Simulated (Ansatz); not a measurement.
# C₅H₄Cl₂F₄O₂Ti: up Jacob's ladder to CCSD(T), part 2 of 2

Ansatz 0.2.0, Gaussian basis; functionals in def2-TZVPP, the program's frozen cores in correlated methods. The steps go on from the part before.

## (13) BHLYP-D4 (hybrid)

Input file in.yaml:

```yaml
crystal:
  periodic: [false, false, false]
  atoms:
    - {symbol: C, position_ang: [-1.090092, -1.248514, 2.158495]}
    - {symbol: C, position_ang: [-0.389250, -0.642443, 0.996169]}
    - {symbol: C, position_ang: [-1.010547, 0.257020, 0.150679]}
    - {symbol: C, position_ang: [-0.316259, 0.770091, -0.943705]}
    - {symbol: C, position_ang: [-1.065444, 1.747205, -1.867740]}
    - {symbol: F, position_ang: [-1.456068, 2.818711, -1.171404]}
    - {symbol: F, position_ang: [-0.312546, 2.147201, -2.872520]}
    - {symbol: F, position_ang: [-2.160598, 1.160339, -2.359910]}
    - {symbol: O, position_ang: [0.860425, 0.507285, -1.254461]}
    - {symbol: Ti, position_ang: [2.314898, -0.630607, -0.315240]}
    - {symbol: F, position_ang: [2.562387, -1.297704, -1.906513]}
    - {symbol: Cl, position_ang: [3.568364, -2.083623, 0.790967]}
    - {symbol: Cl, position_ang: [3.396813, 1.221884, 0.119218]}
    - {symbol: O, position_ang: [0.828560, -1.017825, 0.833522]}
    - {symbol: H, position_ang: [-1.078410, -2.336301, 2.054038]}
    - {symbol: H, position_ang: [-2.116152, -0.897474, 2.246482]}
    - {symbol: H, position_ang: [-0.537584, -1.011252, 3.070987]}
    - {symbol: H, position_ang: [-2.035898, 0.547309, 0.322737]}
basis:
  gaussian: {orbitals: def2-TZVPP}
hamiltonian: {xc: {name: BHLYP}, dispersion: d4}
output: {orbitals: {seedname: orbitals}}
```

Launch:

```bash
$ ansatz run in.yaml --threads 11 --pin off --events-out ev --progress --plain --max-ram 110592MiB --backend cuda --devices 0, --max-vram 75GiB
```

Standard output:

```text
Functional definition: BHLYP
  name "BHLYP"
  cite "Becke, J. Chem. Phys. 98, 1372 (1993) doi:10.1063/1.464304"
  cite "Becke, Phys. Rev. A 38, 3098 (1988) doi:10.1103/PhysRevA.38.3098"
  cite "Lee, Yang & Parr, Phys. Rev. B 37, 785 (1988) doi:10.1103/PhysRevB.37.785"
  parameter a = 0.5
  exchange = (1 - a)*b88_x + a*exact_x
  correlation = lyp_c
3637 factors; their error is unknown
mean field evaluation 1: about -68364.7988 eV, gradient 8.8e1 eV
mean field evaluation 2: about -68293.4144 eV, gradient 2.6e2 eV
mean field evaluation 4: about -68377.3949 eV, gradient 2.1e1 eV
mean field evaluation 8: about -68378.2331 eV, gradient 1.4e-1 eV
mean field evaluation 16: about -68378.7575 eV, gradient 2.4e-3 eV
mean field -68378.75750985 eV, -2512.8729897004 hartree, gradient 5.7e-5 eV, S^2 0.000000; 0 other end points of the search recorded, 0 dependent functions left out
reference -68378.75776107 eV, -2512.8729989327 hartree; 71, 71 occupied and 474, 474 virtual orbitals, 3637 factors
Total energy: -68379.58055008 eV, -2512.9032358711 hartree
```

It took 2.4 s on 1 × H100 with 11 threads of AMD EPYC 7R13, shared host; peak host memory 1.2 GiB.

HOMO -9.43 eV, LUMO -2.47 eV.

## (14) CAM-B3LYP-D4 (range-separated)

Changes to in.yaml since step 13:

```diff
@@ -23,3 +23,3 @@
   gaussian: {orbitals: def2-TZVPP}
-hamiltonian: {xc: {name: BHLYP}, dispersion: d4}
+hamiltonian: {xc: {name: CAM-B3LYP}, dispersion: d4}
 output: {orbitals: {seedname: orbitals}}
```

Launched as before.

Standard output (excerpt; [...] marks lines left out):

```text
Functional definition: CAM-B3LYP
  name "CAM-B3LYP"
  cite "Yanai, Tew & Handy, Chem. Phys. Lett. 393, 51 (2004) doi:10.1016/j.cplett.2004.06.011"
  cite "Iikura, Tsuneda, Yanai & Hirao, J. Chem. Phys. 115, 3540 (2001) doi:10.1063/1.1383587"
  cite "Becke, Phys. Rev. A 38, 3098 (1988) doi:10.1103/PhysRevA.38.3098"
  cite "Lee, Yang & Parr, Phys. Rev. B 37, 785 (1988) doi:10.1103/PhysRevB.37.785"
  cite "Vosko, Wilk & Nusair, Can. J. Phys. 58, 1200 (1980) doi:10.1139/p80-159"
[...]
  # Exact exchange under (alpha + beta erf(omega r))/r, Becke's under what is left of 1/r.
[...]
3183 factors; their error is unknown
612 factors; integrals over basis functions are off by at most 7.5e-6 eV
[...]
mean field -68384.44833475 eV, -2513.0821236580 hartree, gradient 5.3e-5 eV, S^2 0.000000; 0 other end points of the search recorded, 0 dependent functions left out
reference -68384.44851679 eV, -2513.0821303481 hartree; 71, 71 occupied and 474, 474 virtual orbitals, 3183 factors
Total energy: -68385.03679497 eV, -2513.1037491722 hartree
```

Run time: 2.8 s. Hardware: 1 × H100 with 11 threads of AMD EPYC 7R13, shared host; peak host memory 1.2 GiB.

HOMO -9.66 eV, LUMO -2.42 eV.

## (15) LC-ωPBE (range-separated)

Changes to in.yaml since step 14:

```diff
@@ -23,3 +23,3 @@
   gaussian: {orbitals: def2-TZVPP}
-hamiltonian: {xc: {name: CAM-B3LYP}, dispersion: d4}
+hamiltonian: {xc: {name: LC-wPBE}}
 output: {orbitals: {seedname: orbitals}}
```

Launched as before.

Standard output (excerpt; [...] marks lines left out):

```text
Functional definition: LC-wPBE
  name "LC-wPBE"
  cite "Vydrov & Scuseria, J. Chem. Phys. 125, 234109 (2006) doi:10.1063/1.2409292"
  cite "Heyd & Scuseria, J. Chem. Phys. 120, 7274 (2004) doi:10.1063/1.1668634"
  cite "Ernzerhof & Perdew, J. Chem. Phys. 109, 3313 (1998) doi:10.1063/1.476928"
  cite "Perdew, Burke & Ernzerhof, Phys. Rev. Lett. 77, 3865 (1996) doi:10.1103/PhysRevLett.77.3865"
  parent pbe
[...]
3082 factors; their error is unknown
790 factors; integrals over basis functions are off by at most 2.0e-5 eV
[...]
mean field -68365.09023988 eV, -2512.3707267931 hartree, gradient 2.7e-5 eV, S^2 0.000000; 0 other end points of the search recorded, 0 dependent functions left out
reference -68365.09023989 eV, -2512.3707267935 hartree; 71, 71 occupied and 474, 474 virtual orbitals, 3082 factors
Total energy: -68365.09023989 eV, -2512.3707267935 hartree
```

Wall time 2.7 s (1 × H100 with 11 threads of AMD EPYC 7R13, shared host); peak host memory 1.2 GiB.

HOMO -10.93 eV, LUMO -1.39 eV.

## (16) ωB97X-V (range-separated)

Changes to in.yaml since step 15:

```diff
@@ -23,3 +23,3 @@
   gaussian: {orbitals: def2-TZVPP}
-hamiltonian: {xc: {name: LC-wPBE}}
+hamiltonian: {xc: {name: wB97X-V}}
 output: {orbitals: {seedname: orbitals}}
```

Launched as before.

Standard output (excerpt; [...] marks lines left out):

```text
Functional definition: wB97X-V
  name "wB97X-V"
  cite "Mardirossian & Head-Gordon, Phys. Chem. Chem. Phys. 16, 9904 (2014) doi:10.1039/C3CP54374A"
  cite "Becke, J. Chem. Phys. 107, 8554 (1997) doi:10.1063/1.475007"
  cite "Vydrov & Van Voorhis, J. Chem. Phys. 133, 244103 (2010) doi:10.1063/1.3521275"
[...]
      + integral(e_c_pw_opposite_spin*poly(b97_u_opposite, cos0, cos1)) + vv10(b, c)
3162 factors; their error is unknown
597 factors; integrals over basis functions are off by at most 9.7e-6 eV
[...]
mean field -68375.65719400 eV, -2512.7590551945 hartree, gradient 1.9e-5 eV, S^2 0.000000; 0 other end points of the search recorded, 0 dependent functions left out
reference -68375.65719106 eV, -2512.7590550863 hartree; 71, 71 occupied and 474, 474 virtual orbitals, 3162 factors
Total energy: -68375.65719106 eV, -2512.7590550863 hartree
```

Wall time 3.5 s (1 × H100 with 11 threads of AMD EPYC 7R13, shared host); peak host memory 1.3 GiB.

HOMO -10.59 eV, LUMO -1.37 eV.

## (17) ωB97M-V (range-separated)

Changes to in.yaml since step 16:

```diff
@@ -23,3 +23,3 @@
   gaussian: {orbitals: def2-TZVPP}
-hamiltonian: {xc: {name: wB97X-V}}
-output: {orbitals: {seedname: orbitals}}
+hamiltonian: {xc: {name: wB97M-V}}
+output: {forces: true, orbitals: {seedname: orbitals}}
```

Launched as before.

Standard output (excerpt; [...] marks lines left out):

```text
Functional definition: wB97M-V
  name "wB97M-V"
  cite "Mardirossian & Head-Gordon, J. Chem. Phys. 144, 214110 (2016) doi:10.1063/1.4952647"
  cite "Becke, J. Chem. Phys. 107, 8554 (1997) doi:10.1063/1.475007"
  cite "Vydrov & Van Voorhis, J. Chem. Phys. 133, 244103 (2010) doi:10.1063/1.3521275"
  # Of w^i u^j: cxij and so on, Table III.
[...]
  gx(w, u) = 1 - cx + cx01*u + cx10*w
  gss(w, u) = css00 + css04*u^4 + css10*w + css20*w^2 + css43*w^4*u^3
  gos(w, u) = cos00 + cos10*w + (cos20 + cos21*u)*w^2 + (cos60 + cos61*u)*w^6
[...]
      + integral(e_c_pw_mod_opposite_spin*gos(b97_w_opposite, b97_u_opposite)) + vv10(b, c)
3146 factors; their error is unknown
597 factors; integrals over basis functions are off by at most 9.7e-6 eV
[...]
Atom 8 at     0.860425     0.507285    -1.254461 Å, force     0.098124     0.001817    -0.088056 eV/Å
Atom 9 at     2.314898    -0.630607    -0.315240 Å, force     0.066347    -0.037828     0.005502 eV/Å
Atom 10 at     2.562387    -1.297704    -1.906513 Å, force     0.000826    -0.002944    -0.026922 eV/Å
Atom 11 at     3.568364    -2.083623     0.790967 Å, force     0.024060    -0.027634     0.014338 eV/Å
Atom 12 at     3.396813     1.221884     0.119218 Å, force     0.034616     0.050438     0.008192 eV/Å
Atom 13 at     0.828560    -1.017825     0.833522 Å, force     0.206410    -0.099399    -0.000203 eV/Å
Atom 14 at    -1.078410    -2.336301     2.054038 Å, force    -0.001977     0.093354    -0.006162 eV/Å
Atom 15 at    -2.116152    -0.897474     2.246482 Å, force     0.077374    -0.024362    -0.008639 eV/Å
Atom 16 at    -0.537584    -1.011252     3.070987 Å, force    -0.042625    -0.006810    -0.081749 eV/Å
Atom 17 at    -2.035898     0.547309     0.322737 Å, force     0.067219    -0.016571    -0.013865 eV/Å
Dipole moment:    -1.051938    -0.058231     0.570306 e Å
```

It took 4.7 s on 1 × H100 with 11 threads of AMD EPYC 7R13, shared host; peak host memory 1.6 GiB.

HOMO -10.49 eV, LUMO -1.37 eV.

## (18) B2PLYP (double hybrid)

Changes to in.yaml since step 17:

```diff
@@ -23,3 +23,2 @@
   gaussian: {orbitals: def2-TZVPP}
-hamiltonian: {xc: {name: wB97M-V}}
-output: {forces: true, orbitals: {seedname: orbitals}}
+hamiltonian: {xc: {name: B2PLYP}}
```

The command is unchanged.

Standard output (excerpt; [...] marks lines left out):

```text
Functional definition: B2PLYP
  name "B2PLYP"
  cite "Grimme, J. Chem. Phys. 124, 034108 (2006) doi:10.1063/1.2148954"
  cite "Becke, Phys. Rev. A 38, 3098 (1988) doi:10.1103/PhysRevA.38.3098"
  cite "Lee, Yang & Parr, Phys. Rev. B 37, 785 (1988) doi:10.1103/PhysRevB.37.785"
[...]
3499 factors; integrals over basis functions are off by at most 1.1e-3 eV
[...]
mean field -68337.75105536 eV, -2511.3660302931 hartree, gradient 8.5e-6 eV, S^2 0.000000; 0 other end points of the search recorded, 0 dependent functions left out
26 core orbitals not correlated: weight in the atoms' cores, before any rotation towards them, 1.000 or more for the frozen orbitals, at most 0.000 for the correlated occupied ones
reference -68337.75129031 eV, -2511.3660389273 hartree; 45, 45 occupied and 474, 474 virtual orbitals, 3499 factors
second order -101.82261488 eV of doubles, -0.00000000 eV of singles
Total energy: -68365.24339633 eV, -2512.3763551887 hartree
```

Wall time 3.6 s (1 × H100 with 11 threads of AMD EPYC 7R13, shared host); peak host memory 3.2 GiB.

## (19) PBE-QIDH (double hybrid)

Changes to in.yaml since step 18:

```diff
@@ -23,2 +23,2 @@
   gaussian: {orbitals: def2-TZVPP}
-hamiltonian: {xc: {name: B2PLYP}}
+hamiltonian: {xc: {name: PBE-QIDH}}
```

Launched as before.

Standard output (excerpt; [...] marks lines left out):

```text
Functional definition: PBE-QIDH
  name "PBE-QIDH"
  cite "Brémond, Sancho-García, Pérez-Jiménez & Adamo, J. Chem. Phys. 141, 031101 (2014) doi:10.1063/1.4890314"
  cite "Perdew, Burke & Ernzerhof, Phys. Rev. Lett. 77, 3865 (1996) doi:10.1103/PhysRevLett.77.3865"
[...]
3499 factors; integrals over basis functions are off by at most 1.1e-3 eV
[...]
mean field -68313.03825952 eV, -2510.4578517968 hartree, gradient 3.9e-6 eV, S^2 0.000000; 0 other end points of the search recorded, 0 dependent functions left out
26 core orbitals not correlated: weight in the atoms' cores, before any rotation towards them, 1.000 or more for the frozen orbitals, at most 0.000 for the correlated occupied ones
reference -68313.03827729 eV, -2510.4578524501 hartree; 45, 45 occupied and 474, 474 virtual orbitals, 3499 factors
second order -94.01581264 eV of doubles, -0.00000000 eV of singles
Total energy: -68344.37688150 eV, -2511.6095249128 hartree
```

Wall time 4.2 s (1 × H100 with 11 threads of AMD EPYC 7R13, shared host); peak host memory 3.2 GiB.

## (20) Frontier levels by functional

Dipoles come from the runs that computed forces. Levels are read from the orbital files that the runs wrote:

| functional | HOMO (eV) | LUMO (eV) | gap (eV) | dipole (D) | time |
| --- | --- | --- | --- | --- | --- |
| LDA (SPW92) | -7.41 | -4.46 | 2.95 |  | 2.1 s |
| PBE-D4 | -7.19 | -4.20 | 2.99 | 5.57 | 2.8 s |
| revPBE-D4 | -7.11 | -4.10 | 3.01 |  | 2.5 s |
| BLYP-D4 | -7.04 | -4.08 | 2.96 |  | 2.3 s |
| r2SCAN-D4 | -7.48 | -4.21 | 3.27 | 5.78 | 2.7 s |
| B97M-V | -7.50 | -4.21 | 3.29 |  | 3 s |
| PBE0-D4 | -8.38 | -3.44 | 4.94 |  | 2.6 s |
| B3LYP-D4 | -8.17 | -3.66 | 4.51 | 5.79 | 2.9 s |
| r2SCANh-D4 | -7.92 | -3.90 | 4.01 |  | 2.7 s |
| r2SCAN0-D4 | -8.58 | -3.43 | 5.15 |  | 2.6 s |
| HSE06-D4 | -7.99 | -3.82 | 4.17 |  | 3 s |
| BHLYP-D4 | -9.43 | -2.47 | 6.96 |  | 2.4 s |
| CAM-B3LYP-D4 | -9.66 | -2.42 | 7.24 |  | 2.8 s |
| LC-ωPBE | -10.93 | -1.39 | 9.54 |  | 2.7 s |
| ωB97X-V | -10.59 | -1.37 | 9.22 |  | 3.5 s |
| ωB97M-V | -10.49 | -1.37 | 9.12 | 5.75 | 4.7 s |

## (21) CCSD(T) in def2-SVP

Changes to in.yaml since step 19:

```diff
@@ -22,3 +22,3 @@
 basis:
-  gaussian: {orbitals: def2-TZVPP}
-hamiltonian: {xc: {name: PBE-QIDH}}
+  gaussian: {orbitals: def2-SVP}
+correlation: {method: ccsd_t}
```

Launched as before.

Standard output (excerpt; [...] marks lines left out):

```text
Functional definition: HF
  name "HF"
  cite "Fock, Z. Phys. 61, 126 (1930) doi:10.1007/BF01340294"
  parent pbe
[...]
2379 factors; integrals over basis functions are off by at most 1.3e-3 eV
[...]
mean field -68186.92485680 eV, -2505.8232697298 hartree, gradient 5.3e-6 eV, S^2 0.000000; 0 other end points of the search recorded, 0 dependent functions left out
26 core orbitals not correlated: weight in the atoms' cores, before any rotation towards them, 1.000 or more for the frozen orbitals, at most 0.000 for the correlated occupied ones
reference -68186.92485680 eV, -2505.8232697298 hartree; 45, 45 occupied and 170, 170 virtual orbitals, 2379 factors
second order -63.37127704 eV of doubles, -0.00000000 eV of singles
cycle   1  -62.13673249 eV  change     1.2e0 eV  update   3.2e-1
[...]
cycle  13  -64.58618559 eV  change    2.8e-5 eV  update   2.9e-5
perturbative correction -2.39544181 eV, -0.0880308629 hartree
Total energy: -68253.90648420 eV, -2508.2847991349 hartree
```

It took 6 s on 1 × H100 with 11 threads of AMD EPYC 7R13, shared host; peak host memory 0.86 GiB.

## (22) CCSD(T) in def2-TZVPP

Changes to in.yaml since step 21:

```diff
@@ -22,3 +22,4 @@
 basis:
-  gaussian: {orbitals: def2-SVP}
+  gaussian: {orbitals: def2-TZVPP}
 correlation: {method: ccsd_t}
+output: {orbitals: {seedname: orbitals}}
```

Same command.

Standard output (excerpt; [...] marks lines left out):

```text
Functional definition: HF
  name "HF"
  cite "Fock, Z. Phys. 61, 126 (1930) doi:10.1007/BF01340294"
  parent pbe
[...]
3499 factors; integrals over basis functions are off by at most 1.1e-3 eV
[...]
mean field -68223.47156820 eV, -2507.1663366015 hartree, gradient 1.9e-6 eV, S^2 0.000000; 0 other end points of the search recorded, 0 dependent functions left out
26 core orbitals not correlated: weight in the atoms' cores, before any rotation towards them, 1.000 or more for the frozen orbitals, at most 0.000 for the correlated occupied ones
reference -68223.47156820 eV, -2507.1663366015 hartree; 45, 45 occupied and 474, 474 virtual orbitals, 3499 factors
second order -82.89101138 eV of doubles, -0.00000000 eV of singles
cycle   1  -80.82725649 eV  change     2.1e0 eV  update   3.2e-1
[...]
cycle  13  -83.80354169 eV  change   -7.9e-5 eV  update   4.1e-5
perturbative correction -3.93087174 eV, -0.1444568722 hartree
Total energy: -68311.20598163 eV, -2510.3905168265 hartree
```

Wall time 94 s (1 × H100 with 11 threads of AMD EPYC 7R13, shared host); peak host memory 1.1 GiB.

## (23) MP2 in def2-QZVPP

Changes to in.yaml since step 22:

```diff
@@ -22,4 +22,3 @@
 basis:
-  gaussian: {orbitals: def2-TZVPP}
-correlation: {method: ccsd_t}
-output: {orbitals: {seedname: orbitals}}
+  gaussian: {orbitals: "def2-QZVPP.json"}
+correlation: {method: mp2}
```

The command is unchanged.

Standard output:

```text
Functional definition: HF
  name "HF"
  cite "Fock, Z. Phys. 61, 126 (1930) doi:10.1007/BF01340294"
  parent pbe
  exchange = exact_x
  correlation = 0
6102 factors; integrals over basis functions are off by at most 8.9e-4 eV
mean field evaluation 1: about -68212.0562 eV, gradient 8.1e1 eV
mean field evaluation 2: about -68212.4980 eV, gradient 8.2e1 eV
mean field evaluation 4: about -68224.9517 eV, gradient 1.4e1 eV
mean field evaluation 8: about -68225.4353 eV, gradient 1.4e0 eV
mean field evaluation 16: about -68225.4431 eV, gradient 2.4e-6 eV
mean field -68225.44311846 eV, -2507.2387897372 hartree, gradient 2.3e-6 eV, S^2 0.000000; 0 other end points of the search recorded, 0 dependent functions left out
26 core orbitals not correlated: weight in the atoms' cores, before any rotation towards them, 1.000 or more for the frozen orbitals, at most 0.000 for the correlated occupied ones
reference -68225.44311846 eV, -2507.2387897372 hartree; 45, 45 occupied and 909, 909 virtual orbitals, 6102 factors
second order -89.93169715 eV of doubles, -0.00000000 eV of singles
Total energy: -68315.37481561 eV, -2510.5437186494 hartree
```

Wall time 6.5 s (1 × H100 with 11 threads of AMD EPYC 7R13, shared host); peak host memory 1.7 GiB.

The pieces so far (eV):

| basis | HF | MP2 correlation | CCSD correlation | (T) | total |
| --- | --- | --- | --- | --- | --- |
| def2-SVP | -68186.9249 | -63.3713 | -64.5862 | -2.3954 | -68253.9065 |
| def2-TZVPP | -68223.4716 | -82.8910 | -83.8035 | -3.9309 | -68311.2060 |
| def2-QZVPP | -68225.4431 | -89.9317 |  |  | -68315.3748 (MP2) |

The report of the def2-TZVPP run gives T1 = 0.0213.

## (24) Extrapolating to the complete basis

No new run: Hartree-Fock is extrapolated as exp(−7.88√X) and correlation as X^−2.97, with X = 3 and 4; only MP2 was run in the larger set, so CCSD(T) minus MP2 is added from the smaller one.

| level | energy at the limit (eV) |
| --- | --- |
| HF | -68225.7147 |
| MP2 | -68320.8617 |
| CCSD | -68321.7742 |
| CCSD(T) | -68325.7051 |

## (25) RPA on PBE orbitals

Changes to in.yaml since step 23:

```diff
@@ -22,3 +22,4 @@
 basis:
-  gaussian: {orbitals: "def2-QZVPP.json"}
-correlation: {method: mp2}
+  gaussian: {orbitals: def2-TZVPP}
+hamiltonian: {xc: pbe}
+correlation: {method: rpa}
```

Launched as before.

Standard output (excerpt; [...] marks lines left out):

```text
Functional definition: PBE
  name "PBE"
  cite "Perdew, Burke & Ernzerhof, Phys. Rev. Lett. 77, 3865 (1996) doi:10.1103/PhysRevLett.77.3865"
  parent pbe
[...]
3499 factors; integrals over basis functions are off by at most 1.1e-3 eV
[...]
mean field -68352.80835189 eV, -2511.9193757344 hartree, gradient 6.9e-6 eV, S^2 0.000000; 0 other end points of the search recorded, 0 dependent functions left out
26 core orbitals not correlated: weight in the atoms' cores, before any rotation towards them, 1.000 or more for the frozen orbitals, at most 0.000 for the correlated occupied ones
reference -68216.79447474 eV, -2506.9209579426 hartree; 45, 45 occupied and 474, 474 virtual orbitals, 3499 factors
Total energy: -68344.55448972 eV, -2511.6160518945 hartree
```

Wall time 4 s (1 × H100 with 11 threads of AMD EPYC 7R13, shared host); peak host memory 3.2 GiB.

RPA correlation: -127.760 eV.

## (26) Outcome

The summary covers parts 1 to 2.

| quantity | value |
| --- | --- |
| CCSD(T) correlation energy, def2-TZVPP | -87.734 eV |
| gap, smallest and largest | 2.95 eV (LDA (SPW92)), 9.54 eV (LC-ωPBE) |
| T1 diagnostic | 0.0213 |
| triples share of the correlation energy | 4.5 % |

What this shows: In def2-TZVPP MP2 gives 94 % of the CCSD(T) correlation energy. Orbital gaps span 3.0 to 9.5 eV; exact exchange widens them. The T1 diagnostic, 0.021, is a little above the customary 0.02. Correlated methods include outer-core shells of Ti, which these sets cover unevenly.

The functionals cost 2.1 s to 4.7 s; CCSD(T) went from 6 s (241 functions) to 94 s (545).
